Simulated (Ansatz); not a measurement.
Task: an all-electron equation of state of Ni, space group Im-3m, with Ansatz 0.2.0, Python API. Give the script and its output. Level of theory (first run): LDA, LAPW, the default cutoff (410 eV here), 14×14×14 k-points, Gaussian smearing of 0.1 eV, collinear spin.

```
Ni
1.0
    -1.38372    1.38372    1.38372
     1.38372   -1.38372    1.38372
     1.38372    1.38372   -1.38372
Ni
1
Direct
  0.00000 0.00000 0.00000
```

The script, `eos_lapw.py`:
```python
"""E(V) of Ni on LAPW."""

import ansatz as az
from ase.eos import EquationOfState
from ase.units import GPa
import numpy as np

OCCUPATIONS = "Gaussian"
KMESH = (14, 14, 14)

VECTORS = np.array([
    [-1.383715, 1.383715, 1.383715],
    [1.383715, -1.383715, 1.383715],
    [1.383715, 1.383715, -1.383715],
])
SITES = [
    ("Ni", [0.0, 0.0, 0.0], 1.5),
]


def build(cell):
    crystal = az.Crystal(lattice=az.Lattice.of(cell))
    for symbol, position, moment in SITES:
        crystal = crystal.atom(symbol, position, moment=moment or None)
    return crystal


def main() -> None:
    volumes, energies = [], []
    for scale in np.linspace(0.94, 1.06, 7):
        cell = VECTORS * scale ** (1 / 3)
        model = (
            build(cell).calculation()
            .functional(az.Functional.LDA)
            .occupations(OCCUPATIONS)
            .spin(az.SpinTreatment.COLLINEAR)
            .kpoints(*KMESH)
            .pseudopotentials("all_electron", lapw=True)
        )
        r = model.run(threads=1, pin="off").report
        volumes.append(abs(np.linalg.det(cell)) / len(SITES))
        energies.append(r["free_energy_ev"] / len(SITES))
        print(f"{scale:.3f} {volumes[-1]:9.4f} A^3/atom {energies[-1]:16.5f} eV/atom  (estimated basis error {1000 * r['lapw_basis_errors']['total_ev_per_atom']:.2f} meV/atom)")
    v0, e0, bulk = EquationOfState(volumes, energies, eos="birchmurnaghan").fit()
    print(f"V0 = {v0:.4f} A^3/atom, B0 = {bulk / GPa:.1f} GPa")


if __name__ == "__main__":
    main()
```

`python eos_lapw.py` gives:
```text
0.940    9.9616 A^3/atom     -41316.51743 eV/atom  (estimated basis error 0.06 meV/atom)
0.960   10.1735 A^3/atom     -41316.51834 eV/atom  (estimated basis error 0.07 meV/atom)
0.980   10.3855 A^3/atom     -41316.51269 eV/atom  (estimated basis error 0.07 meV/atom)
1.000   10.5974 A^3/atom     -41316.50122 eV/atom  (estimated basis error 0.07 meV/atom)
1.020   10.8094 A^3/atom     -41316.48457 eV/atom  (estimated basis error 0.07 meV/atom)
1.040   11.0213 A^3/atom     -41316.46335 eV/atom  (estimated basis error 0.07 meV/atom)
1.060   11.2333 A^3/atom     -41316.43808 eV/atom  (estimated basis error 0.07 meV/atom)
V0 = 10.0946 A^3/atom, B0 = 247.2 GPa
```

A third-order Birch-Murnaghan fit through the 7 points has its minimum at 10.09 Å³ an atom, 4.7 % below the typed cell, with a bulk modulus of 247 GPa and dB/dP = 4.8. From that minimum the energy rises by 1.4 meV an atom on the compressed side and 80.7 meV on the expanded side. The window is off centre, so dB/dP is rough.

Reading the output:
- All-electron totals depend on functional, relativistic treatment and basis; only differences at equal settings carry meaning.
- Other magnetic orders than the one started from may lie lower.
- For a metal this k-point mesh is coarse: on a finer one energies can move by several to tens of meV an atom and pressures by half a GPa or more, differences at one mesh by less.
- This isn't the structure that Ni takes at ambient conditions.
- It ran for 110 s on 1 thread of Arm Neoverse V2, on a shared host, peak memory 0.5 GiB.
